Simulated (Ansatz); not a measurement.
# Li+ with SiH₄: structure and interaction energy

One table from this session's results is given with a row withheld; the runs are named, their logs left out.

The runs use Ansatz 0.2.0, Gaussian basis; PBE0-D4 structure, single points in def2-TZVPPD.

Levels: PBE-D4, revPBE-D4, BLYP-D4, r2SCAN-D4, B97M-V, PBE0-D4, B3LYP-D4, HSE06-D4, wB97X-V, wB97M-V, B2PLYP, Hartree-Fock, MP2, CCSD, CCSD(T). The reference is CCSD(T) extrapolated to the basis limit.

Correlated methods freeze the cores. The outer core shell of Li, Na, Mg and K is correlated. B3LYP uses VWN-RPA correlation. B2PLYP carries no dispersion term here.

163 further runs of the same task are left out: 163 set aside as unsound or not needed.

### The starting structure

The pair, from a GFN2-xTB docking trial: 6 atoms, charge 1, spin multiplicity 1.

Atoms are counted from 1 here; the program's logs count them from 0.

Bond lengths: Si2–H3 1.456 Å, Si2–H4 1.625 Å, Si2–H5 1.449 Å, Si2–H6 1.480 Å. Angles: H3–Si2–H4 105.4°, H3–Si2–H5 114.4°, H3–Si2–H6 112.0°, H4–Si2–H5 111.0°, H4–Si2–H6 99.1°, H5–Si2–H6 113.5°.

Coordinates:

```xyz
6
H4LiSi
Li   -0.04430   -0.07950   -2.66020
Si    0.02870    0.02820    0.63380
H    -0.46770    1.36330    0.93310
H    -0.77760   -0.44340   -0.69550
H    -0.13900   -0.92710    1.71010
H     1.39980    0.05840    0.07870
```

Atoms 1 to 1 are fragment A (Li+), the rest fragment B (SiH₄).

Set-up of the first run:

File pre/in.yaml:

```yaml
crystal:
  periodic: [false, false, false]
  atoms:
    - {symbol: Li, position_ang: [-0.044300, -0.079500, -2.660200]}
    - {symbol: Si, position_ang: [0.028700, 0.028200, 0.633800]}
    - {symbol: H, position_ang: [-0.467700, 1.363300, 0.933100]}
    - {symbol: H, position_ang: [-0.777600, -0.443400, -0.695500]}
    - {symbol: H, position_ang: [-0.139000, -0.927100, 1.710100]}
    - {symbol: H, position_ang: [1.399800, 0.058400, 0.078700]}
basis:
  gaussian: {orbitals: def2-SVP}
total_charge: 1
hamiltonian: {xc: pbe, dispersion: d4}
relax: {f_tol: 0.03, max_steps: 250}
```

The run is started by

```bash
$ ansatz run in.yaml --threads 2 --pin off --events-out ev --progress --plain --max-ram 5222MiB
```

Among the steps run: A first relaxation in a small basis; Relaxation at PBE0-D4; wB97X-V/def2-TZVPPD; wB97M-V/def2-TZVPPD; B2PLYP/def2-TZVPPD; B97M-V/def2-TZVPPD; CCSD(T)/def2-TZVPPD; Hartree-Fock/STO-3G; SPW92/def2-SVP; wB97M-V/def2-SVP; CCSD(T)/def2-SVP; Vibrations of the pair.

One table of the session follows, with a row left open; its other results are not shown here.

```
      method  interaction (meV)
      PBE-D4               -699
   revPBE-D4               -680
     BLYP-D4                  ?
   r2SCAN-D4               -616
      B97M-V               -708
     PBE0-D4               -686
    B3LYP-D4               -725
    HSE06-D4               -687
     wB97X-V               -670
     wB97M-V               -680
      B2PLYP               -696
Hartree-Fock               -661
         MP2               -649
        CCSD               -650
     CCSD(T)               -646
 CCSD(T)/CBS               -651
```

Q: Estimate the row for BLYP-D4 from the others.

As computed: interaction (meV): -731. In the column «interaction (meV)» it is the lowest.

Among the levels timed on like hardware, those that no quicker one beats, quickest first: PBE-D4 (2.2 s, -48 meV); revPBE-D4 (2.4 s, -29 meV); CCSD(T) (8.5 s, +5 meV).

For cost: CCSD(T) gets within 5 meV in 8.5 s; the quickest level in the cost chart, PBE-D4, takes 2.2 s and misses by 48 meV.

Limits of these values: A lower arrangement may exist.
